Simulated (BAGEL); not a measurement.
# CH4GaN (SMILES C=[N][GaH2]): PBE0/cc-pVDZ (density fitting with qzvpp-jkfit)

Aim: the energy change on altering one bond length of CH4GaN at PBE0/cc-pVDZ (density fitting with qzvpp-jkfit), from 2 runs. 

Program for the calculation: BAGEL 1.2.2.

3 further runs of the same task are left out: 3 that didn't finish. Runs told in other sessions of the task aren't counted.

## Step 1: Starting point

CH4GaN: 7 atoms, total charge 0, spin state singlet. SMILES: `C=[N][GaH2]`. The shape is that of a PBE0-D4/def2-TZVP optimisation.

Bond lengths: C1–N2 1.242 Å, N2–Ga3 1.803 Å, C1–H4 1.101 Å, C1–H5 1.101 Å, Ga3–H6 1.556 Å, Ga3–H7 1.556 Å. Angles: C1–N2–Ga3 162.6°, N2–C1–H4 123.4°, N2–C1–H5 121.6°, N2–Ga3–H6 115.6°, N2–Ga3–H7 115.6°, H4–C1–H5 115.0°, H6–Ga3–H7 128.6°.

## Step 2: The energy at PBE0/cc-pVDZ (density fitting with qzvpp-jkfit)

dft.json reads:

```json
{ "bagel": [

{
  "title": "molecule",
  "basis": "cc-pvdz.json",
  "df_basis": "qzvpp-jkfit",
  "angstrom": true,
  "geometry": [
    { "atom": "C", "xyz": [   -1.119700,    0.099100,   -0.980300 ] },
    { "atom": "N", "xyz": [   -0.311300,   -0.140700,   -0.067900 ] },
    { "atom": "Ga", "xyz": [    1.142300,   -0.099700,    0.998500 ] },
    { "atom": "H", "xyz": [   -0.943900,    0.853500,   -1.763300 ] },
    { "atom": "H", "xyz": [   -2.076800,   -0.439300,   -1.060100 ] },
    { "atom": "H", "xyz": [    1.040600,    0.837400,    2.236500 ] },
    { "atom": "H", "xyz": [    2.268800,   -1.110200,    0.636700 ] }
  ]
},
{ "title": "ks", "xc_func": "pbe0" },
{ "title": "print", "file": "orbitals.molden", "orbitals": true }

]}
```

The basis set cc-pVDZ is read from a file made from the Basis Set Exchange's data (not shown).

On the command line:

```bash
BAGEL_NUM_THREADS=1 BAGEL dft.json > dft.out
```

Standard output:

```text
* using 1 threads per process

  ===============================================================
  ===============================================================

  *** Geometry ***

  { "atom" : "C", "xyz" : [     -2.115926,      0.187272,     -1.852499 ] },
  { "atom" : "N", "xyz" : [     -0.588272,     -0.265884,     -0.128312 ] },
  { "atom" : "Ga", "xyz" : [      2.158634,     -0.188406,      1.886892 ] },
  { "atom" : "H", "xyz" : [     -1.783712,      1.612881,     -3.332154 ] },
  { "atom" : "H", "xyz" : [     -3.924583,     -0.830157,     -2.003299 ] },
  { "atom" : "H", "xyz" : [      1.966449,      1.582457,      4.226372 ] },
  { "atom" : "H", "xyz" : [      4.287411,     -2.097974,      1.203189 ] },

  Number of auxiliary basis functions:      490

  Since a DF basis is specified, we compute 2- and 3-index integrals:
    o Being stored without compression. Storage requirement is 0.022 GB

  Number of basis functions:       75
  Number of electrons      :       48

    * METHOD: MOLECULE                             0.17

  *** Kohn-Sham DFT ***

    * Removing 10589 points whose weight is below 1.00e-10
    * Grid points: 93753

  === Nuclear Repulsion ===
   158.6980207690

       - DIIS with orbital gradients will be used.

  === KS iteration (pbe0 / cc-pvdz.json) ===
      0      -1997.87472630          0.08610735           0.26
      1      -1883.07972980          0.22319696           0.24
      2      -1951.39534470          0.09215873           0.24
      3      -1897.58828331          0.19706645           0.24
      4      -2003.79445816          0.11178920           0.24
      5      -2011.28066063          0.08645251           0.24
      6      -2011.70540191          0.08235840           0.24
      7      -1922.63680670          0.21561673           0.24
      8      -1989.90926871          0.14281497           0.24
      9      -2018.96369059          0.04305108           0.24
     10      -2019.39976555          0.02659013           0.25
     11      -2019.62067030          0.01124334           0.25
     12      -2019.67759952          0.00191521           0.25
     13      -2019.67911096          0.00063954           0.25
     14      -2019.67934622          0.00010779           0.25
     15      -2019.67935290          0.00002180           0.25
     16      -2019.67935313          0.00001504           0.25
     17      -2019.67935320          0.00000765           0.25
     18      -2019.67935322          0.00000212           0.25
     19      -2019.67935323          0.00000050           0.25
     20      -2019.67935323          0.00000011           0.25
     21      -2019.67935323          0.00000002           0.25
     22      -2019.67935323          0.00000001           0.25
    * SCF iteration converged.

    * Permanent dipole moment:
           (    0.169873,    -0.180297,     0.349673) a.u.

    * METHOD: KS                                   6.09

    * METHOD: PRINT                                0.01

  ===============================================================
```

Wall time 6.6 s (1 thread of Intel Xeon 6975P-C (Granite Rapids), shared host); peak memory 0.37 GiB.

## Step 3: The distorted shape at the same level

job.json reads:

```json
{ "bagel" : [

{
  "title" : "molecule",
  "basis" : "cc-pvdz.json",
  "df_basis" : "qzvpp-jkfit",
  "angstrom" : true,
  "geometry" : [
    { "atom" : "C", "xyz" : [   -1.207597,   -0.278085,   -0.588816 ] },
    { "atom" : "N", "xyz" : [   -0.399197,   -0.517885,    0.323584 ] },
    { "atom" : "Ga", "xyz" : [    1.054403,   -0.476885,    1.389984 ] },
    { "atom" : "H", "xyz" : [   -0.943900,    0.853500,   -1.763300 ] },
    { "atom" : "H", "xyz" : [   -2.164697,   -0.816485,   -0.668616 ] },
    { "atom" : "H", "xyz" : [    0.952703,    0.460215,    2.627984 ] },
    { "atom" : "H", "xyz" : [    2.180903,   -1.487385,    1.028184 ] }
  ]
},
{
  "title" : "ks",
  "xc_func" : "pbe0",
  "charge" : 0
},
{
  "title" : "print",
  "file" : "orbitals.molden",
  "orbitals" : true
}

]}
```

The basis set cc-pVDZ is read from a file made from the Basis Set Exchange's data (not shown).

On the command line:

```bash
BAGEL_NUM_THREADS=1 BAGEL job.json > job.out
```

Standard output:

```text
* using 1 threads per process

  ===============================================================
  ===============================================================

  *** Geometry ***

  { "atom" : "C", "xyz" : [     -2.282028,     -0.525504,     -1.112701 ] },
  { "atom" : "N", "xyz" : [     -0.754373,     -0.978661,      0.611485 ] },
  { "atom" : "Ga", "xyz" : [      1.992533,     -0.901182,      2.626689 ] },
  { "atom" : "H", "xyz" : [     -1.783712,      1.612881,     -3.332154 ] },
  { "atom" : "H", "xyz" : [     -4.090684,     -1.542933,     -1.263501 ] },
  { "atom" : "H", "xyz" : [      1.800348,      0.869680,      4.966170 ] },
  { "atom" : "H", "xyz" : [      4.121309,     -2.810750,      1.942986 ] },

  Number of auxiliary basis functions:      490

  Since a DF basis is specified, we compute 2- and 3-index integrals:
    o Being stored without compression. Storage requirement is 0.022 GB

  Number of basis functions:       75
  Number of electrons      :       48

    * METHOD: MOLECULE                             0.17

  *** Kohn-Sham DFT ***

    * Removing 10056 points whose weight is below 1.00e-10
    * Grid points: 94286

  === Nuclear Repulsion ===
   156.8868609571

       - DIIS with orbital gradients will be used.

  === KS iteration (pbe0 / cc-pvdz.json) ===
      0      -1998.39804733          0.08486528           0.29
      1      -1886.52172893          0.21105815           0.26
      2      -1990.01259363          0.09810425           0.26
      3      -1916.70119142          0.17769032           0.27
      4      -2014.74482138          0.07584079           0.27
      5      -2019.00172057          0.03418147           0.27
      6      -2019.49988343          0.01241170           0.27
      7      -2019.57201749          0.00961471           0.26
      8      -2019.60722386          0.00394295           0.27
      9      -2019.61459090          0.00069529           0.27
     10      -2019.61512279          0.00022017           0.27
     11      -2019.61515750          0.00003087           0.28
     12      -2019.61515797          0.00000599           0.29
     13      -2019.61515799          0.00000482           0.29
     14      -2019.61515799          0.00000185           0.28
     15      -2019.61515800          0.00000045           0.28
     16      -2019.61515800          0.00000018           0.28
     17      -2019.61515800          0.00000012           0.29
     18      -2019.61515800          0.00000002           0.29
     19      -2019.61515800          0.00000001           0.29
    * SCF iteration converged.

    * Permanent dipole moment:
           (    0.035699,     0.127694,    -0.128122) a.u.

    * METHOD: KS                                   5.95

    * METHOD: PRINT                                0.01

  ===============================================================
```

Run time: 6.3 s. Hardware: 1 thread of Intel Xeon 6975P-C (Granite Rapids), shared host; peak memory 0.37 GiB.

## Step 4: Outcome

Level: PBE0/cc-pVDZ (density fitting with qzvpp-jkfit).

| quantity | value |
| --- | --- |
| first shape: total energy | -2019.67935 Eh |
| first shape: dipole moment | 1.09 D |
| first shape: HOMO energy | -6.51 eV |
| first shape: LUMO energy | -0.86 eV |
| first shape: HOMO–LUMO gap | 5.65 eV |
| distorted shape: total energy | -2019.61516 Eh |
| distorted shape: dipole moment | 0.47 D |
| distorted shape: HOMO energy | -6.51 eV |
| distorted shape: LUMO energy | -1.42 eV |
| distorted shape: HOMO–LUMO gap | 5.09 eV |
| energy change with the C1–H4 bond stretched from 1.101 to 1.652 Å | 1.747 eV |

What this shows: With the C1–H4 bond stretched from 1.101 to 1.652 Å the energy rises by 1.75 eV (169 kJ/mol). The first shape isn't relaxed at this level, so the change isn't measured from a minimum.
